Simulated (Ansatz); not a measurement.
What does this script print? It uses Ansatz 0.2.0 through its Python package.

`edit.py`:
```python
# -*- coding: utf-8 -*-
'''Keys set on an Input object, for MgO.'''

import ansatz as az
import pandas as pd

XC = 'lda'
CUTOFF = 470
MESH = (8, 8, 8)

crystal = (
    az.Lattice.from_parameters(2.981869, 2.981869, 2.981869, alpha=60.0, beta=60.0, gamma=60.0)
    .atom('Mg', (0.0, 0.0, 0.0))
    .atom('O', (0.5, 0.5, 0.5))
)

setup = (
    crystal.calculation()
    .functional(XC)
    .basis(CUTOFF)
    .kpoints(mesh=MESH)
    .occupations(az.OccupationsMethod.FIXED)
    .band_table()
)
typed = setup.input()
rows = []
for value in [1, 2, 3]:
    edited = typed.set(az.key.basis.xc_grid, value)
    report = az.Session.from_dict(edited).plan().execute().report
    rows.append((value, report['free_energy_ev'], report['n_iterations'], len(report['eigenvalues_ev'][0]) if 'eigenvalues_ev' in report else 0))
print(pd.DataFrame(rows, columns=['xc grid', 'F eV', 'iterations', 'bands listed']).round(4).to_string(index=False))
```

Output of `python edit.py`:
```text
 xc grid       F eV  iterations  bands listed
       1 -2460.0573           6            12
       2 -2460.0573           6            12
       3 -2460.0573           6            12
```

What to keep in mind:
- Total energies depend on the potentials; only differences at equal settings carry meaning. A total without «per atom» is that of the whole cell that was run.
- Of the deposited cell: the entry's cell lengths or inner coordinates differ somewhat from later room-temperature determinations.
- The structure is a deposited one; some such entries were measured under pressure or heat, so a shift against it needn't be the functional's error alone.
- Run time: 2.1 s on 1 thread of Arm Neoverse V2 (shared host), peak memory 0.36 GiB.
